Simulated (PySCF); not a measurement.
# InPH6 (SMILES [PH3+][InH3-]): ADC(3)/def2-mTZVPP (core potential, root kind ea)

We compute attachment energies of InPH6. The job is set up through a Python script.

The calculation is run with PySCF 2.14.0.

4 further runs of the same task are left out: 1 that didn't finish, 3 set aside as unsound or not needed.

## (1) The system as given

InPH6 has 8 atoms, charge 0, and is taken as a singlet. SMILES: `[PH3+][InH3-]`. The shape is that of a PBE0-D4/def2-TZVP optimisation.

Bond lengths: P1–In2 2.782 Å, P1–H3 1.411 Å, P1–H4 1.411 Å, P1–H5 1.411 Å, In2–H6 1.731 Å, In2–H7 1.731 Å, In2–H8 1.731 Å. Some angles: P1–In2–H6 95.3°, P1–In2–H7 95.1°, P1–In2–H8 95.2°, In2–P1–H3 119.8°, In2–P1–H4 119.6°, In2–P1–H5 119.7°, H6–In2–H7 119.2°, H6–In2–H8 119.2°, H7–In2–H8 119.2°, H3–P1–H4 97.6°.

## (2) Attachment energies at ADC(3)/def2-mTZVPP (core potential, root kind ea)

Contents of mol.xyz:

```xyz
8
H6InP
P     -0.593300     0.062600    -1.026600
In     0.822000    -0.099900     1.362800
H     -1.997500    -0.077200    -1.021800
H     -0.318900    -0.855700    -2.062100
H     -0.526800     1.240500    -1.800800
H      0.023300     1.240800     2.111900
H      2.376100     0.140700     0.638900
H      0.307400    -1.708800     1.741800
```

Contents of input.py:

```python
# [PH3+][InH3-]
from pyscf import gto, scf, adc

molecule = gto.M(
    atom='mol.xyz',
    max_memory=1860,
    ecp={'In': 'def2-svp'},
    spin=0,
    verbose=4,
    basis='def2-mtzvpp',
)

mf = scf.RHF(molecule)
mf.init_guess = 'sap'
mf.diis_space = 12
mf.kernel()

myadc = adc.ADC(mf)
myadc.method = 'adc(3)'

myadc.method_type = 'ea'
e, vec, osc, x = myadc.kernel(nroots=4)

roots = e * 27.211386
print('root  energy (eV)  strength')
for i, (w, f) in enumerate(zip(roots, osc), 1):
    print('%3d %10.4f %10.5f' % (i, w, f))
```

Run with:

```bash
$ OMP_NUM_THREADS=1 python input.py
```

Standard output:

```text
PySCF version 2.14.0

[... 40 lines left out ...]
WARN: SAP basis coefficients must be equal or closeto total electronic charge: -70.0 !≃ 42
Check fails with value 28.0
[... 8 lines left out ...]
WARN: HOMO -0.194186019486097 == LUMO -0.19414894658971
[... 26 lines left out ...]
converged SCF energy = -533.396371953053
[... 11 lines left out ...]
******** <class 'pyscf.adc.radc_ea.RADCEA'> ********
max_space = 12
max_cycle = 50
conv_tol = 1e-08

*************************************************************
        ADC calculation summary (doublet states only)
*************************************************************
adc(3) root 0  |  Energy (Eh) =   0.0420792918  |  Energy (eV) =   1.14503585  |  Spec. factor = 1.91798373  |  conv = True
adc(3) root 1  |  Energy (Eh) =   0.0926112900  |  Energy (eV) =   2.52008156  |  Spec. factor = 1.86662970  |  conv = True
adc(3) root 2  |  Energy (Eh) =   0.0926571811  |  Energy (eV) =   2.52133032  |  Spec. factor = 1.86665746  |  conv = True
adc(3) root 3  |  Energy (Eh) =   0.1093643205  |  Energy (eV) =   2.97595474  |  Spec. factor = 1.94593233  |  conv = True
root  energy (eV)  strength
  1     1.1450    1.91798
  2     2.5201    1.86663
  3     2.5213    1.86666
  4     2.9760    1.94593
```

Wall time 2.6 min (1 thread of Arm Neoverse V2, shared host); peak memory 0.69 GiB.

## (3) What came out

Level: ADC(3)/def2-mTZVPP (core potential, root kind ea).

| quantity | value |
| --- | --- |
| dipole moment (Hartree–Fock density) | 3.88 D |
| HOMO energy (Hartree–Fock orbitals) | -10.41 eV |
| LUMO energy (Hartree–Fock orbitals) | 1.79 eV |
| HOMO–LUMO gap (Hartree–Fock orbitals) | 12.20 eV |
| correlation energy | -382.1 mEh |
| lowest attachment energy, E(N+1) − E(N) | 1.15 eV |

What this shows: A positive attachment energy means an unbound electron; such a root is set by the basis. Mulliken charges of the mean-field density run from -0.14 on H6 to +0.34 on In2; they depend strongly on the basis.
